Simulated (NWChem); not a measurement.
# InBH4Te (SMILES [InH2][BH][TeH]) at 4 levels

Aim: a comparison of 4 runs (HF/STO-3G, HF/3-21G, TPSSh/STO-3G, TPSSh/def2-SVP) of InBH4Te. 

The calculation is run with NWChem 7.3.0.

### 1 The structure to begin with

InBH4Te has 7 atoms, charge 0, and is taken as a singlet. SMILES: `[InH2][BH][TeH]`. Geometry: a GFN2-xTB relaxation, a rough one for these elements and not checked as a minimum. This is one conformer, not always the lowest.

Bond lengths: In1–B2 2.262 Å, B2–Te3 2.078 Å, In1–H4 1.756 Å, In1–H5 1.757 Å, B2–H6 1.172 Å, Te3–H7 1.647 Å. Angles: In1–B2–Te3 121.7°, In1–B2–H6 122.3°, Te3–B2–H6 115.9°, B2–In1–H4 125.9°, B2–In1–H5 126.4°, B2–Te3–H7 97.1°, H4–In1–H5 107.6°.

### 2 Energy and forces at HF/STO-3G (run 1)

bh4inte.xyz reads:

```xyz
7
BH4InTe gradient
In    -1.045030     0.262460    -0.767980
B      0.121390     0.077450     1.161180
Te     2.097560    -0.565290     1.186520
H     -1.829940    -1.051960    -1.627590
H     -1.259900     1.723920    -1.718810
H     -0.346250     0.337260     2.203910
H      2.262170    -0.783840    -0.437240
```

bh4inte.nw reads:

```
start bh4inte
title "BH4InTe gradient"
memory total 2200 mb
geometry noautosym nocenter noautoz
  load bh4inte.xyz
end
basis spherical bse
  * library STO-3G
end
scf
  thresh 1e-08
  maxiter 80
  print low
end
task scf gradient
```

On the command line:

```bash
$ nwchem bh4inte.nw > bh4inte.out
```

Output:

```text
[...]
  functions       =    63
[...]
  wavefunction    = RHF
[...]
         Total SCF energy = -12256.681878655987
      One-electron energy = -18071.921909137523
      Two-electron energy =   5247.495417135066
 Nuclear repulsion energy =    567.744613346471
        Time for solution =      9.8s
[...]
                         RHF ENERGY GRADIENTS
    atom               coordinates                        gradient
                 x          y          z           x          y          z
   1 In     -1.974820   0.495977  -1.451272    0.018356  -0.003430   0.028907
   2 B       0.229394   0.146359   2.194312    0.032063  -0.008818   0.017513
   3 Te      3.963814  -1.068243   2.242198   -0.018985   0.006492   0.006323
   4 H      -3.458085  -1.987916  -3.075699   -0.019127  -0.025374  -0.024162
   5 H      -2.380866   3.257736  -3.248080   -0.008365   0.029596  -0.025827
   6 H      -0.654318   0.637329   4.164786   -0.004127   0.002511   0.007195
   7 H       4.274881  -1.481243  -0.826264    0.000186  -0.000977  -0.009949
 Task  times  cpu:       16.2s     wall:       16.2s
 Total times  cpu:       16.2s     wall:       16.2s
```

It took 17 s on 1 thread of Intel Xeon Platinum 8488C (Sapphire Rapids), shared host; peak memory 0.097 GiB.

### 3 Energy and forces at HF/3-21G (run 2)

Changes to bh4inte.xyz since step 2:

```diff
@@ -1,3 +1,3 @@
 7
-BH4InTe gradient
+
 In    -1.045030     0.262460    -0.767980
```

run.py reads:

```python
from ase.io import read
from ase.calculators.nwchem import NWChem

mol = read('bh4inte.xyz')

calc = NWChem(
    label='bh4inte',
    theory='scf',
    memory='2200 mb',
    basis='3-21G',
    basispar='spherical bse',
    scf={'nopen': '0', 'rhf': None, 'thresh': '1e-08', 'maxiter': '80', 'print': 'low'},
)
mol.calc = calc

forces = mol.get_forces()
print("Total energy (eV):", round(mol.get_potential_energy(), 6))
print("forces (eV/A):")
for s, f in zip(mol.symbols, forces):
    print(f"{s:2s} {f[0]:10.5f} {f[1]:10.5f} {f[2]:10.5f}")
```

On the command line:

```bash
$ export ASE_NWCHEM_COMMAND="nwchem PREFIX.nwi > PREFIX.nwo"
$ python run.py
```

Output:

```text
Total energy (eV): -335359.62667
forces (eV/A):
In   -0.37230    0.08989   -0.47936
B    -1.19201    0.38870   -0.06669
Te    1.50101   -0.39688    0.79360
H    -0.09904   -0.42891    0.02386
H     0.09379    0.41780   -0.00370
H    -0.06978    0.04751    0.40042
H     0.13833   -0.11817   -0.66813
```

The calculator wrote bh4inte.nwi:

```
title "bh4inte"

permanent_dir bh4inte

scratch_dir bh4inte

start bh4inte

geometry units angstrom nocenter noautosym noautoz
  In -1.0450299999999999e+00 2.6246000000000003e-01 -7.6798000000000000e-01
  B  1.2139000000000000e-01 7.7450000000000005e-02 1.1611800000000001e+00
  Te 2.0975600000000001e+00 -5.6528999999999996e-01 1.1865200000000000e+00
  H  -1.8299399999999999e+00 -1.0519600000000000e+00 -1.6275900000000001e+00
  H  -1.2599000000000000e+00 1.7239199999999999e+00 -1.7188099999999999e+00
  H  -3.4625000000000000e-01 3.3726000000000000e-01 2.2039100000000000e+00
  H  2.2621699999999998e+00 -7.8383999999999998e-01 -4.3724000000000002e-01
end

memory 2200 mb

basis spherical bse noprint
   * library 3-21G
end

scf
  nopen 0
  rhf
  thresh 1e-08
  maxiter 80
  print low
end

task scf gradient
```

bh4inte.nwo:

```text
Northwest Computational Chemistry Package (NWChem) 7.3.0
             --------------------------------------------------------

           Job information
           ---------------

    nwchem branch   = 7.3.0
    use scalapack   = T
    input           = bh4inte.nwi
    prefix          = bh4inte.
    data base       = bh4inte/bh4inte.db
    status          = startup
    nproc           =        1

           Memory information
           ------------------

    heap     =     72089594 doubles =      550.0 Mbytes
    stack    =     72089599 doubles =      550.0 Mbytes
    global   =    144179200 doubles =     1100.0 Mbytes (distinct from heap & stack)
    total    =    288358393 doubles =     2200.0 Mbytes
    verify   = yes
    hardfail = no

           Directory information
           ---------------------

  0 permanent = bh4inte
  0 scratch   = bh4inte

                                NWChem Input Module
                                -------------------

                                      bh4inte
                                      -------

[... 28 lines left out ...]
            Nuclear Dipole moment (a.u.)
[... 65 lines left out ...]
 Forming initial guess at       0.0s

 Starting SCF solution at       0.5s

       Final RHF  results
       ------------------

         Total SCF energy = -12324.239065572350
      One-electron energy = -18127.746189134625
      Two-electron energy =   5235.762510215806
 Nuclear repulsion energy =    567.744613346469

        Time for solution =     10.3s

                              NWChem Gradients Module
                              -----------------------

                         RHF ENERGY GRADIENTS

    atom               coordinates                        gradient
                 x          y          z           x          y          z
   1 In     -1.974820   0.495977  -1.451272    0.007240  -0.001748   0.009322
   2 B       0.229394   0.146359   2.194312    0.023181  -0.007559   0.001297
   3 Te      3.963814  -1.068243   2.242198   -0.029190   0.007718  -0.015433
   4 H      -3.458085  -1.987916  -3.075699    0.001926   0.008341  -0.000464
   5 H      -2.380866   3.257736  -3.248080   -0.001824  -0.008125   0.000072
   6 H      -0.654318   0.637329   4.164786    0.001357  -0.000924  -0.007787
   7 H       4.274881  -1.481243  -0.826264   -0.002690   0.002298   0.012993

 Task  times  cpu:       17.4s     wall:       17.4s
 Total times  cpu:       17.4s     wall:       17.4s
```

Wall time 19 s (1 thread of Intel Xeon Platinum 8488C (Sapphire Rapids), shared host); peak memory 0.097 GiB.

Run 3 isn't shown in full; the table further down has it.

### 4 Energy and gradient at TPSSh/def2-SVP (core potential) (run 4)

test.nw reads:

```
start test
title "BH4InTe TPSSh"
memory 2200 mb
geometry noautosym nocenter noautoz
  In      -1.045030       0.262460      -0.767980
  B        0.121390       0.077450       1.161180
  Te       2.097560      -0.565290       1.186520
  H       -1.829940      -1.051960      -1.627590
  H       -1.259900       1.723920      -1.718810
  H       -0.346250       0.337260       2.203910
  H        2.262170      -0.783840      -0.437240
end
basis "ao basis" spherical bse
  * library def2-SVP
end
ecp bse
  In library def2-SVP
  Te library def2-SVP
end
dft
  xc xctpssh
  grid xfine
  convergence energy 1e-08
  maxiter 100
  mulliken
end
task dft gradient
```

On the command line:

```bash
$ nwchem test.nw > test.out
```

Output:

```text
[...]
          Wavefunction type:  closed shell.
          No. of atoms     :     7
          No. of electrons :    54
[...]
          Charge           :     0
          Spin multiplicity:     1
[...]
          AO basis - number of functions:    86
[...]
              XC Information
              --------------
                  TPSS hybrid Method XC Functional
                     Hartree-Fock (Exact) Exchange  0.100
                  TPSS metaGGA Exchange Functional  0.900
             TPSS03 metaGGA Correlation Functional  1.000
[...]
 d= 0,ls=0.0,diis     1   -485.1561887879 -6.53D+02  1.11D-02  1.69D-01     5.1
[...]
 d= 0,ls=0.0,diis     8   -485.1939443068  9.23D-09  7.34D-06  2.24D-07    37.6
         Total DFT energy =     -485.193944306804
      One electron energy =    -1171.729621776572
           Coulomb energy =      561.543642488577
    Exchange-Corr. energy =      -42.836884698790
 Nuclear repulsion energy =      167.828919679981
[...]
      Total Density - Mulliken Population Analysis
     ---------------------------------------------
    Atom       Charge   Shell Charges
 -----------   ------   -------------------------------------------------------
    1 In  21    20.67  -0.60  2.60  0.98  0.27  2.79  3.22  1.09  0.28  9.60  0.43
    2 B    5     5.14   1.99  0.88  0.21  1.46  0.57  0.03
    3 Te  24    23.94   0.27  1.77  1.30  0.53  3.15  2.88  2.23  1.71  9.80  0.28
    4 H    1     1.13   0.68  0.45  0.01
    5 H    1     1.13   0.68  0.45  0.01
    6 H    1     0.99   0.75  0.22  0.02
    7 H    1     1.00   0.71  0.28  0.02
[...]
  wavefunction    = closed shell
                         DFT ENERGY GRADIENTS
    atom               coordinates                        gradient
                 x          y          z           x          y          z
   1 In     -1.974820   0.495977  -1.451272    0.002547  -0.000766   0.003866
   2 B       0.229394   0.146359   2.194312    0.009655  -0.001014   0.020240
   3 Te      3.963814  -1.068243   2.242198   -0.011331   0.002260  -0.010559
   4 H      -3.458085  -1.987916  -3.075699   -0.001451   0.000757  -0.003213
   5 H      -2.380866   3.257736  -3.248080   -0.001961  -0.000063  -0.003212
   6 H      -0.654318   0.637329   4.164786    0.004106  -0.002729  -0.015791
   7 H       4.274881  -1.481243  -0.826264   -0.001564   0.001557   0.008669
[...]
```

Wall time 53 s (1 thread of Intel Xeon Platinum 8488C (Sapphire Rapids), shared host); peak memory 0.15 GiB.

### 5 All runs side by side

```csv
run,level,iteration cap,module,energy (Eh),largest force (eV/Å),wall time
1,HF/STO-3G,80,scf,-12256.681879,2.065,17 s
2,HF/3-21G,80,scf,-12324.239066,1.744,19 s
3,TPSSh/STO-3G,100,dft,-12260.682204,2.908,25 s
4,TPSSh/def2-SVP (core potential),100,dft,-485.193944,1.154,53 s
```

### 6 What came out

```
                       quantity          value
            run 4: total energy  -485.19394 Eh
           run 4: dipole moment         1.45 D
             run 4: HOMO energy       -6.61 eV
             run 4: LUMO energy       -2.35 eV
           run 4: HOMO–LUMO gap        4.25 eV
run 4: largest force on an atom     1.154 eV/Å
```

**Reading.** Some runs of one species differ in core potentials or relativity; totals across that change don't compare. In runs 1, 3 the basis is minimal, so the values are rough. In runs 1, 2, 3 relativity is left out where basis or elements ask for it. All runs together took 1.9 min, the longest 53 s.
